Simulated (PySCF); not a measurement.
# ClGe2H7Si: the cost of one run

Programs: PySCF 2.14.0, with routines of our own; each step states its level. All values are computed. Atoms count from 0.

## 1. The system as given

11 atoms, charge 0, multiplicity 1; geometry from: GFN2-xTB.

## 2. Relaxing the molecule at PBE0-D3(BJ)/def2-SVP

What the job is given:

```
{"job": {"xc": "PBE0", "basis": "def2-SVP", "d3": "d3bj", "grid": 1, "kind": "geom"}, "charge": 0, "multiplicity": 1}
Si    -2.096353    -0.448203     0.282678
Ge    -0.096414     0.800286    -0.029011
Cl    -0.242631     2.046865    -1.754818
Ge     2.057453    -0.303865    -0.153406
H     -1.991289    -1.192715     1.538011
H     -3.250565     0.446366     0.344864
H     -2.266158    -1.396711    -0.818988
H      0.082561     1.845625     1.100543
H      2.394230    -1.097390     1.079522
H      2.178473    -1.305479    -1.269462
H      3.236118     0.607892    -0.345897
```

The run is started by

```sh
$ OMP_NUM_THREADS=1 python excited_run.py task.json out
```

The driver reads the jobs from task.json and runs them one after another.

Q: Estimate the wall time and peak memory of this first job on 1 thread of Arm Neoverse V2, shared host.

About 68 s, with a peak of 0.68 GiB.
